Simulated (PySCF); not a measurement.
# C7H11FO2: the cost of one run

Programs: PySCF 2.14.0, with density-fitted response routines of our own. Each step states its level of theory. These are calculated values for one molecule, in the gas phase or a continuum, unless marked as measured. Atoms count from 0, in the outputs and in this text.

## 1. The molecule as given

21 atoms, charge 0, multiplicity 1; geometry from: GFN2-xTB. The atoms were then displaced at random by about 0.01 Å, so the start is not that level's minimum.

Bonds of the start (Å): C0–C1 1.50, C1–O2 1.41, O2–C3 1.40, C3–C4 1.31, C4–C5 1.50, C5–C6 1.52, C6–C7 1.52, C7–F8 1.36, C7–O9 1.41, O9–C3 1.36, C0–H10 1.09, C0–H11 1.07, C0–H12 1.15, C1–H13 1.09, C1–H14 1.09, C4–H15 1.05, C5–H16 1.10, C5–H17 1.08, C6–H18 1.09, C6–H19 1.06, C7–H20 1.10.

## 2. Geometry optimisation at PBE0-D3(BJ)/def2-SVP

What the job is given:

```
{"job": {"xc": "PBE0", "basis": "def2-SVP", "d3": "d3bj", "grid": 1, "shake": 0.01, "kind": "geom"}, "charge": 0, "multiplicity": 1}
C     -3.495750    -0.174380    -0.974510
C     -2.179750     0.452350    -0.607730
O     -1.325070    -0.616030    -0.260000
C     -0.006240    -0.306500     0.092410
C      0.836090    -1.261340     0.412900
C      2.259940    -0.919440     0.755220
C      2.603030     0.457630     0.207940
C      1.489600     1.418320     0.595860
F      1.711310     2.662040     0.104740
O      0.227060     1.035120     0.106170
H     -3.931210    -0.703490    -0.126850
H     -3.390660    -0.832260    -1.807260
H     -4.237680     0.649340    -1.267750
H     -1.766390     1.017010    -1.441760
H     -2.283440     1.134280     0.242150
H      0.520420    -2.266810     0.425520
H      2.423790    -0.936290     1.839400
H      2.921110    -1.660930     0.321990
H      2.639720     0.423210    -0.880210
H      3.513150     0.848840     0.598150
H      1.399770     1.542640     1.686630
```

Command:

```console
$ OMP_NUM_THREADS=1 python probes_run.py task.json out
```

This one command runs all jobs of the session in turn.

**Question.** How long does this first job take on 1 thread of Arm Neoverse V1, shared host, and how much memory does it need?

About 3.1 min, with a peak of 0.87 GiB.
